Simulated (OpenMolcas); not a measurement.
# Eu²⁺ among point charges: CASSCF levels and susceptibility

Aim: the splitting of the states of Eu²⁺ in the field of 6 point charges, its lowest levels with spin-orbit coupling and its magnetic susceptibility.

Method: state-averaged CASSCF, spin-orbit coupling by RASSI with atomic mean-field integrals. Code: OpenMolcas 26.06.

## Step 1: Starting point

| Quantity | Value |
| --- | --- |
| Species | Eu²⁺ (europium, Z = 63, 61 electrons) |
| Basis | ANO-RCC-VDZP [7s6p4d2f1g], 68 functions |
| Scalar Hamiltonian | DKH2, point nucleus |
| Inactive shells | 1s 2s 2p 3s 3p 3d 4s 4p 4d 5s 5p |
| Active space | 7 electrons in 7 orbitals (4f) |
| Some configurations of this space | 4f7 |
| Orbitals | optimised for the highest spin of each parity, averaged over all roots |

The outer shells:

4f7
```
4f [↑ ][↑ ][↑ ][↑ ][↑ ][↑ ][↑ ]
```

The ion sits among 6 point charges of -1 e arranged as an octahedron (Oh), 2.61 Å from the ion.

The work runs as a chain of OpenMolcas steps in one folder; each step below is one input file. Labels, J, g values, rates, χT and fits are worked out afterwards by a script from the matrices that RASSI stores. The input lists half of the charges; inversion (Group=XYZ) makes the rest.

## Step 2: One- and two-electron integrals

The input, a.inp:

```
&GATEWAY
Coord
1

Eu 0.0 0.0 0.0
Basis=ANO-RCC-VDZP
Group=XYZ
NoMove
AngMom=0.0 0.0 0.0
AMFI
XField
3 Angstrom 0
2.610000 0.000000 0.000000 -1.000000
0.000000 2.610000 0.000000 -1.000000
0.000000 0.000000 2.610000 -1.000000
&SEWARD
```

## Step 3: Reference wave functions, octets of odd parity, 1 root

The input, a.inp:

```
&RASSCF
FileOrb=start.orb
Symmetry=2
Spin=8
nActEl=7 0 0
Inactive=15 12
Ras2=0 7
CIRoot=1 1 1
SDav=1
CIMx=300
Iter=120 100
PrWF=0.3
OrbListing=Nothing
MaxOrb=0
>>> COPY $Project.JobIph JOB001
```

start.orb holds the contracted functions of the basis, ordered by shell, or the orbitals of the step before.

## Step 4: CASSCF: sextets of odd parity, 48 roots

The input, a.inp:

```
&RASSCF
FileOrb=start.orb
Symmetry=2
Spin=6
nActEl=7 0 0
Inactive=15 12
Ras2=0 7
CIRoot=48 48 1
SDav=48
CIMx=300
Iter=120 100
PrWF=0.3
OrbListing=Nothing
MaxOrb=0
CIOnly
>>> COPY $Project.JobIph JOB002
```

## Step 5: RASSI: spin-orbit coupling between the states

The input, a.inp:

```
&RASSI
NrOfJobIphs=2 1 21
1
1 2 3 4 5 6 7 8 9 10 11 12 13 14 15 16 17 18 19 20 21
IphNames
JOB001
JOB002
EJob
SpinOrbit
DIPRint=1.0
SOCoupling=1000.0
Subsets=2
Property=9
'ANGMOM' 1 'ANGMOM' 2 'ANGMOM' 3 'MLTPL  1' 1 'MLTPL  1' 2 'MLTPL  1' 3
'AMFI' 1 'AMFI' 2 'AMFI' 3
SOProperty=3
'ANGMOM' 1 'ANGMOM' 2 'ANGMOM' 3
```

Before running it: what results should come out? Wanted: spin-free ground state; lowest level; next level.

As calculated:

| quantity | value |
| --- | --- |
| method | CASSCF |
| spin-free ground state | 8A1, 1-fold in its orbital part |
| lowest level | 8-fold |
| next level | 37050.3 cm⁻¹ |
| χT at 300 K | 7.86 cm³ K/mol |
| effective moment at 300 K | 7.93 μB |

The spin-free ground state (8A1) comes to 100 % from free-ion S terms and keeps the highest spin of the shell. The sextets rest on orbitals optimised for another spin in at least one step, which raises them against the optimised states. Not all states of the active space went into the spin-orbit step. Terms of lower spin are left out of the spin-orbit mixing, so the small splitting that they give the half-filled shell's ground term is missing or unsound. High states of lower spin are left out of the spin-orbit mixing, and CASSCF puts spin-flip levels too high. Point charges carry no covalency, so the field is a model and not that of real ligands.
